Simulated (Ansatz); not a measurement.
The system is Ba2Tl5V3O12.

```
CELL_PARAMETERS angstrom
6.65272 0.04946 0.02017
2.86070 8.36464 0.00384
2.68279 2.46936 9.19569
ATOMIC_POSITIONS crystal
Ba 0.80419 0.04665 0.02264
Ba 0.21205 0.95157 0.34012
V 0.74540 0.70796 0.33582
V 0.25963 0.26599 0.03225
V 0.04074 0.07695 0.66106
Tl 0.25636 0.39847 0.35003
Tl 0.58966 0.34866 0.60553
Tl 0.57327 0.88069 0.66842
Tl 0.74552 0.49664 0.11648
Tl 0.11891 0.64206 0.74303
O 0.28433 0.09717 0.54175
O 0.85350 0.49575 0.34386
O 0.40255 0.20448 0.17282
O 0.88414 0.05377 0.55967
O 0.14017 0.47956 0.98899
O 0.54627 0.73631 0.48712
O 0.90594 0.24279 0.73262
O 0.61543 0.80058 0.18857
O 0.05538 0.16451 0.10164
O 0.08209 0.90404 0.80708
O 0.44178 0.20123 0.89187
O 0.94269 0.80417 0.30862
```

The cell was built by a generator and needn't be a form met in nature.

Base run:

* Program: Ansatz 0.2.0
* Functional: r2SCAN
* Potentials or basis: Ansatz PAW
* Cutoff: 500 eV (not typed: the program's choice for these potentials)
* k mesh: 5 × 4 × 3
* Occupations: fermi-dirac, width 0.05 eV
* Spin: collinear spin, ferromagnetic start
* Starting moments: [0.0, 0.0, 2.0, 2.0, 2.0, 0.0, 0.0, 0.0, 0.0, 0.0, 0.0, 0.0, 0.0, 0.0, 0.0, 0.0, 0.0, 0.0, 0.0, 0.0, 0.0, 0.0] μB

Its results: band gap on the k mesh 3.21 eV, indirect (least direct gap 3.32 eV); pressure -2.0 GPa; net moment 0.00 μB per cell; largest force 0.471 eV/Å.

The run is repeated on the same cell with these changes: functional from r2SCAN to PBE; cutoff from 500 eV (not typed: the program's choice for these potentials) to 420 eV (not typed: the program's choice for these potentials). What comes out?

Band gap on the k mesh 2.90 eV, indirect (least direct gap 3.01 eV); pressure 0.0 GPa; net moment 0.00 μB per cell; largest force 0.011 eV/Å.

r2SCAN gives the wider gap, since meta-GGAs in the generalised Kohn-Sham scheme recover part of the derivative discontinuity.

Caveats: spin-orbit coupling is left out, which as a rule narrows the gap of such compounds by several tenths of an eV; the starting moments weren't kept; the magnetic or orbital state may not be the lowest (some runs); the PAW data sets come from PBE, with cores solved anew for the run's functional, which leaves a small shift of forces and pressure (some runs); odd divisions of the mesh miss points on the zone boundary, where band edges often lie, so the gap on the mesh can be too wide (some runs).
